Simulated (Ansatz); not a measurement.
# Ti3C2F2: the cost of one run

Program: Ansatz 0.2.0. Level of theory: DFT PBE, scalar-relativistic, plane waves, PAW, and further levels as typed in the inputs. These are calculated values, not measurements.

### 1 Starting point

The structure is trigonal, space group P-3m1 (No. 164). Conventional cell: a = 3.050 Å, b = 3.050 Å, c = 25.160 Å, α = 90.00°, β = 90.00°, γ = 120.00°. Around Ti (site symmetry -3m) lie 6 C at 2.15 Å. Around C (site symmetry 3m) lie 6 Ti at 2.08 to 2.15 Å. Ti (site symmetry 3m) has 3 C at 2.08 Å and 3 F at 2.16 Å as nearest neighbours. F (site symmetry 3m) has 3 Ti at 2.16 Å as nearest neighbours.

Coordinates:

```
CELL_PARAMETERS angstrom
3.05000 0.00000 0.00000
-1.52500 2.64138 0.00000
0.00000 0.00000 25.16000
ATOMIC_POSITIONS crystal
Ti 0.00000 0.00000 0.50000
C 0.33333 0.66667 0.54889
C 0.66667 0.33333 0.45111
Ti 0.66667 0.33333 0.59261
Ti 0.33333 0.66667 0.40739
F 0.33333 0.66667 0.64229
F 0.66667 0.33333 0.35771
```

### 2 Relaxing cell and atoms: Ti3C2F2 sheet, no spin

Contents of input.yaml:

```yaml
crystal:
  lattice:
    - [3.05, 0.0, 0.0]
    - [-1.525, 2.6413774815, 0.0]
    - [0.0, 0.0, 25.16]
  atoms:
    - { symbol: Ti, position: [0.0, 0.0, 0.5] }
    - { symbol: C, position: [0.3333333333, 0.6666666667, 0.5488871224] }
    - { symbol: C, position: [0.6666666667, 0.3333333333, 0.4511128776] }
    - { symbol: Ti, position: [0.6666666667, 0.3333333333, 0.5926073132] }
    - { symbol: Ti, position: [0.3333333333, 0.6666666667, 0.4073926868] }
    - { symbol: F, position: [0.3333333333, 0.6666666667, 0.6422893482] }
    - { symbol: F, position: [0.6666666667, 0.3333333333, 0.3577106518] }
  periodic: [true, true, false]
scf:
  occupations: { method: gaussian, width: 0.05 }
  n_extra_bands: 6
output:
  forces: true
  stress: true
  write_density: true
  write_potential: true
  elf: true
  volumetric_format: npy
kpoints:
  mp_grid: { grid: [14, 14, 1] }
hamiltonian:
  xc: pbe
relax:
  f_tol: 0.01
  max_steps: 100
  cell: { stress_2d_tol: 0.05 }
```

Launch:

```sh
ansatz run input.yaml --threads 8 --pin off --max-ram 24576MiB --backend cpu --events-out ev --progress --plain --runs-dir out
```

Q: Estimate wall time and peak memory on 8 threads of AMD EPYC 9R45 (Zen 5), shared host.

About 7.8 s, with a peak of 1.2 GiB.
